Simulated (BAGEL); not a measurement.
**HF/3-21G (density fitting with qzvpp-jkfit) run of BHBrCl (SMILES ClBBr)**

What is the vertical electron affinity of BHBrCl at HF/3-21G (density fitting with qzvpp-jkfit)? 

The results are computed with BAGEL 1.2.2.

6 further runs of the same task are left out: 4 that didn't finish, 2 set aside as unsound or not needed.

**1. The molecule**

The species is BHBrCl (4 atoms), meant as a singlet with charge 0. As SMILES, `ClBBr`. Geometry: relaxed at PBE0-D4/def2-TZVP.

Bond lengths: Cl1–B2 1.730 Å, B2–Br3 1.896 Å, B2–H4 1.186 Å. Angles: Cl1–B2–Br3 121.0°, Cl1–B2–H4 120.0°, Br3–B2–H4 119.0°.

**2. The energy at HF/3-21G (density fitting with qzvpp-jkfit)**

hf.json

```json
{ "bagel" : [

{
  "title" : "molecule",
  "basis" : "3-21g",
  "df_basis" : "qzvpp-jkfit",
  "angstrom" : true,
  "geometry" : [
    { "atom" : "Cl", "xyz" : [      -1.581100,      -0.566000,       0.167500 ] },
    { "atom" : "B", "xyz" : [      -0.009700,       0.106300,      -0.098000 ] },
    { "atom" : "Br", "xyz" : [       1.529300,      -0.664800,       0.696100 ] },
    { "atom" : "H", "xyz" : [       0.116900,       1.064300,      -0.785900 ] }
  ]
},

{
  "title" : "hf"
},

{
  "title" : "print",
  "file" : "orbitals.molden",
  "orbitals" : true
}

]}
```

Run with:

```bash
$ BAGEL_NUM_THREADS=1 BAGEL hf.json > hf.out
```

The program printed:

```text
* using 1 threads per process

  ===============================================================
  ===============================================================

  *** Geometry ***

  { "atom" : "Cl", "xyz" : [     -2.987846,     -1.069585,      0.316529 ] },
  { "atom" : "B", "xyz" : [     -0.018330,      0.200878,     -0.185193 ] },
  { "atom" : "Br", "xyz" : [      2.889958,     -1.256290,      1.315438 ] },
  { "atom" : "H", "xyz" : [      0.220909,      2.011236,     -1.485136 ] },

  Number of auxiliary basis functions:      487

  Since a DF basis is specified, we compute 2- and 3-index integrals:
    o Being stored without compression. Storage requirement is 0.008 GB

  Number of basis functions:       46
  Number of electrons      :       58

    * METHOD: MOLECULE                             0.17

  *** RHF ***

  === Nuclear Repulsion ===
   187.2881011374

      * DIIS with orbital gradients will be used.

  === RHF iteration (3-21g) ===
      0      -3042.46478611          0.01194410           0.05
      1      -3042.50917970          0.00535402           0.05
      2      -3042.51701619          0.00096865           0.05
      3      -3042.51746497          0.00009737           0.05
      4      -3042.51747215          0.00002682           0.05
      5      -3042.51747269          0.00000976           0.05
      6      -3042.51747276          0.00000269           0.05
      7      -3042.51747276          0.00000032           0.05
      8      -3042.51747276          0.00000008           0.05
      9      -3042.51747276          0.00000003           0.05
     10      -3042.51747276          0.00000001           0.05
     11      -3042.51747276          0.00000000           0.05
    * SCF iteration converged.

    * Permanent dipole moment:
           (   -0.220400,    -0.329994,     0.211034) a.u.

    * METHOD: HF                                   0.71

    * METHOD: PRINT                                0.00

  ===============================================================
```

It took 1.1 s on 1 thread of Arm Neoverse V2, shared host.

**3. The doublet anion at the same level**

calc.json

```json
{ "bagel" : [

{
  "title" : "molecule",
  "basis" : "3-21g",
  "df_basis" : "qzvpp-jkfit",
  "angstrom" : true,
  "geometry" : [
    { "atom" : "Cl", "xyz" : [   -1.581100,   -0.566000,    0.167500 ] },
    { "atom" : "B", "xyz" : [   -0.009700,    0.106300,   -0.098000 ] },
    { "atom" : "Br", "xyz" : [    1.529300,   -0.664800,    0.696100 ] },
    { "atom" : "H", "xyz" : [    0.116900,    1.064300,   -0.785900 ] }
  ]
},
{
  "title" : "uhf",
  "charge" : -1,
  "nopen" : 1
},
{
  "title" : "print",
  "file" : "orbitals.molden",
  "orbitals" : true
}

]}
```

Run with:

```bash
$ BAGEL_NUM_THREADS=1 BAGEL calc.json > calc.out
```

The program printed:

```text
* using 1 threads per process

  ===============================================================
  ===============================================================

  *** Geometry ***

  { "atom" : "Cl", "xyz" : [     -2.987846,     -1.069585,      0.316529 ] },
  { "atom" : "B", "xyz" : [     -0.018330,      0.200878,     -0.185193 ] },
  { "atom" : "Br", "xyz" : [      2.889958,     -1.256290,      1.315438 ] },
  { "atom" : "H", "xyz" : [      0.220909,      2.011236,     -1.485136 ] },

  Number of auxiliary basis functions:      487

  Since a DF basis is specified, we compute 2- and 3-index integrals:
    o Being stored without compression. Storage requirement is 0.008 GB

  Number of basis functions:       46
  Number of electrons      :       58

    * METHOD: MOLECULE                             0.17

  *** Open-shell HF ***

  === Nuclear Repulsion ===
   187.2881011374

      * DIIS with orbital gradients will be used.

  === UHF iteration (3-21g) ===
      0      -3042.45752222          0.01569686           0.09
      1      -3042.48872113          0.00478825           0.09
      2      -3042.49178243          0.00130367           0.09
      3      -3042.49230545          0.00053005           0.09
      4      -3042.49246066          0.00008758           0.09
      5      -3042.49249839          0.00004219           0.09
      6      -3042.49250998          0.00000888           0.09
      7      -3042.49251113          0.00000352           0.09
      8      -3042.49251142          0.00000067           0.09
      9      -3042.49251144          0.00000024           0.09
     10      -3042.49251144          0.00000011           0.09
     11      -3042.49251145          0.00000003           0.09
     12      -3042.49251145          0.00000001           0.09
     13      -3042.49251145          0.00000001           0.09
    * SCF iteration converged.

    * S^2 (UHF) is 0.7649

    * Permanent dipole moment:
           (   -0.949700,     0.442230,    -0.465234) a.u.

    * METHOD: UHF                                  1.45

    * METHOD: PRINT                                0.00

  ===============================================================
```

It took 1.8 s on 1 thread of Arm Neoverse V2, shared host.

**4. Outcome**

At HF/3-21G (density fitting with qzvpp-jkfit):

```
                                         quantity           value
                     singlet BHBrCl: total energy  -3042.51747 Eh
                    singlet BHBrCl: dipole moment          1.14 D
                      singlet BHBrCl: HOMO energy       -11.59 eV
                      singlet BHBrCl: LUMO energy         1.65 eV
                    singlet BHBrCl: HOMO–LUMO gap        13.23 eV
                      doublet anion: total energy  -3042.49251 Eh
                              doublet anion: ⟨S²⟩           0.765
vertical electron affinity (to the doublet anion)       -0.679 eV
```

The anion lies 0.68 eV (15.7 kcal/mol) above the neutral: the electron isn't bound at this level, and such a value depends on the basis. Without diffuse functions anions come out too high. Hartree–Fock misses the correlation that binds many anions.
